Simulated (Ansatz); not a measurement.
# FH3SeSi: small, medium and large basis sets

The task here is to estimate one member of a computed series from the others.

The runs use Ansatz 0.2.0, Gaussian basis; one geometry, several basis sets.

Plan: PBE0-D4/def2-SVP; ωB97M-V/def2-SVP; PBE0-D4/def2-QZVPP; ωB97M-V/def2-QZVPP; the functionals' def2-TZVPP values are taken from earlier runs.

### Structure used throughout

The geometry comes from an earlier relaxation with PBE0-D4 in a triple-zeta def2 set; it is a stationary point.

SMILES `F[SiH2][SeH]`, 6 atoms, charge 0, spin multiplicity 1.

Atoms are counted from 1 here; the program's logs count them from 0.

Bond lengths: F1–Si2 1.598 Å, Si2–Se3 2.258 Å, Si2–H4 1.479 Å, Si2–H5 1.479 Å, Se3–H6 1.469 Å. Angles: F1–Si2–Se3 112.3°, F1–Si2–H4 106.8°, F1–Si2–H5 108.1°, Se3–Si2–H4 110.7°, Se3–Si2–H5 106.0°, H4–Si2–H5 113.0°, Si2–Se3–H6 92.7°.

Set-up of the first run:

The input, in.yaml:

```yaml
crystal:
  periodic: [false, false, false]
  atoms:
    - {symbol: F, position_ang: [-1.787369, 0.175260, -0.076866]}
    - {symbol: Si, position_ang: [-0.253455, 0.043597, -0.504079]}
    - {symbol: Se, position_ang: [1.151327, 0.690300, 1.141332]}
    - {symbol: H, position_ang: [-0.028989, -1.374720, -0.856460]}
    - {symbol: H, position_ang: [-0.010753, 0.965835, -1.634161]}
    - {symbol: H, position_ang: [0.971339, -0.564272, 1.884035]}
basis:
  gaussian: {orbitals: def2-SVP}
hamiltonian: {xc: pbe0, dispersion: d4}
output: {orbitals: {seedname: orbitals}}
```

Among the steps run: PBE0-D4 in def2-SVP; ωB97M-V in def2-SVP; PBE0-D4 in def2-QZVPP; ωB97M-V in def2-QZVPP.

One of the session's tables, all rows but one given; the rest of the session is left out.

It belongs to the step «Functionals by basis». 

| functional | basis | HOMO (eV) | LUMO (eV) |
| --- | --- | --- | --- |
| PBE0-D4 | def2-SVP | -7.43 | 0.09 |
| PBE0-D4 | def2-TZVPP | -7.54 | -0.21 |
| PBE0-D4 | def2-QZVPP | -7.56 | -0.38 |
| ωB97M-V | def2-SVP | ? | ? |
| ωB97M-V | def2-TZVPP | -9.71 | 1.61 |
| ωB97M-V | def2-QZVPP | -9.73 | 1.21 |

Estimate the missing values for ωB97M-V, def2-SVP.

The run gave: HOMO (eV): -9.58; LUMO (eV): 2.10. In the column «HOMO (eV)» it lies between ωB97M-V, def2-TZVPP (-9.71) and PBE0-D4, def2-QZVPP (-7.56).
